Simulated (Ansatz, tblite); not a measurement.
**The cluster Mg4O4: removing and adding an electron**

An exercise on one series of results from a longer session: the logs are not shown, and one member is left open.

Program: Ansatz 0.2.0, Gaussian basis. Level of theory: as each input shows. These are calculated values, not measurements.

Plan: charge +1 doublet, at the geometry of the singlet (PBE0-D4/def2-TZVP, PBE-D4/def2-TZVP, r2SCAN-D4/def2-TZVP, LC-ωPBE(0.10)/def2-SVP, LC-ωPBE(0.15)/def2-SVP, LC-ωPBE(0.20)/def2-SVP, LC-ωPBE(0.30)/def2-SVP, CCSD(T)/def2-SVP); charge -1 doublet, at the geometry of the singlet (PBE0-D4/def2-TZVPD, PBE-D4/def2-TZVPD, r2SCAN-D4/def2-TZVPD, LC-ωPBE(0.10)/def2-SVP, LC-ωPBE(0.15)/def2-SVP, LC-ωPBE(0.20)/def2-SVP, LC-ωPBE(0.30)/def2-SVP); the starting singlet's energies come from earlier runs.

3 further runs of the same task are left out: 3 set aside as unsound or not needed. Runs told in other sessions of the task aren't counted.

**The relaxed structure**

The geometry is that of the singlet, from an earlier relaxation (PBE-D4/def2-SVP). At that level it is the lowest of the isomers that a small search found.

8 atoms, charge 0, spin multiplicity 1.

Atoms are counted from 1 here; the program's logs count them from 0.

Bond lengths: Mg1–O5 1.843 Å, Mg1–O8 1.843 Å, Mg2–O5 1.843 Å, Mg2–O6 1.843 Å, Mg3–O7 1.843 Å, Mg3–O8 1.843 Å, Mg4–O6 1.843 Å, Mg4–O7 1.843 Å. Angles: O5–Mg1–O8 151.7°, O5–Mg2–O6 151.7°, O7–Mg3–O8 151.7°, O6–Mg4–O7 151.7°, Mg1–O5–Mg2 118.3°, Mg2–O6–Mg4 118.3°, Mg3–O7–Mg4 118.3°, Mg1–O8–Mg3 118.3°.

Set-up of the first run:

in.yaml reads:

```yaml
crystal:
  periodic: [false, false, false]
  atoms:
    - {symbol: Mg, position_ang: [-0.713898, 0.734793, -1.989438]}
    - {symbol: Mg, position_ang: [2.120342, 0.287405, -0.654686]}
    - {symbol: Mg, position_ang: [-2.120365, -0.287439, 0.654683]}
    - {symbol: Mg, position_ang: [0.713903, -0.734764, 1.989459]}
    - {symbol: O, position_ang: [1.123095, 0.816014, -2.111426]}
    - {symbol: O, position_ang: [2.263205, -0.356988, 1.065889]}
    - {symbol: O, position_ang: [-1.123078, -0.816443, 2.111246]}
    - {symbol: O, position_ang: [-2.263204, 0.357422, -1.065716]}
basis:
  gaussian: {orbitals: def2-TZVP}
total_charge: 1
magnetization: {spin_polarized: true, initial_magnetization: 1}
hamiltonian: {xc: pbe0, dispersion: d4}
scf: {omitted_lower_state_checks: [starts]}
output: {orbitals: {seedname: orbitals}}
```

Launch:

```
$ ansatz run in.yaml --threads 4 --pin off --events-out ev --progress --plain --max-ram 4787MiB
```

Among the steps run: Charge +1 doublet at the fixed geometry, PBE0-D4/def2-TZVP; Charge +1 doublet at the fixed geometry, PBE-D4/def2-TZVP; Charge +1 doublet at the fixed geometry, r2SCAN-D4/def2-TZVP; Charge +1 doublet at the fixed geometry, LC-ωPBE(0.10)/def2-SVP; Charge +1 doublet at the fixed geometry, LC-ωPBE(0.15)/def2-SVP; Charge +1 doublet at the fixed geometry, LC-ωPBE(0.20)/def2-SVP; Charge +1 doublet at the fixed geometry, LC-ωPBE(0.30)/def2-SVP; Charge +1 doublet at the fixed geometry, CCSD(T)/def2-SVP.

One of the session's tables, all rows but one given; the rest of the session is left out.

It belongs to the step «Vertical ionisation energy». 

| method | vertical ionisation energy (eV) |
| --- | --- |
| HF/def2-SVP | 7.34 |
| PBE-D4/def2-TZVP | 7.76 |
| r2SCAN-D4/def2-TZVP | 7.88 |
| PBE0-D4/def2-TZVP | ? |
| MP2/def2-SVP | 9.10 |
| CCSD/def2-SVP | 8.72 |
| CCSD(T)/def2-SVP | 8.77 |

**Question.** Estimate the row for PBE0-D4/def2-TZVP.

**Answer.** vertical ionisation energy (eV): 8.34. In the column «vertical ionisation energy (eV)» it lies between r2SCAN-D4/def2-TZVP (7.88) and CCSD/def2-SVP (8.72).

Caveats from the session: The anion's highest level is positive in at least one run, so there the basis alone may hold the extra electron.
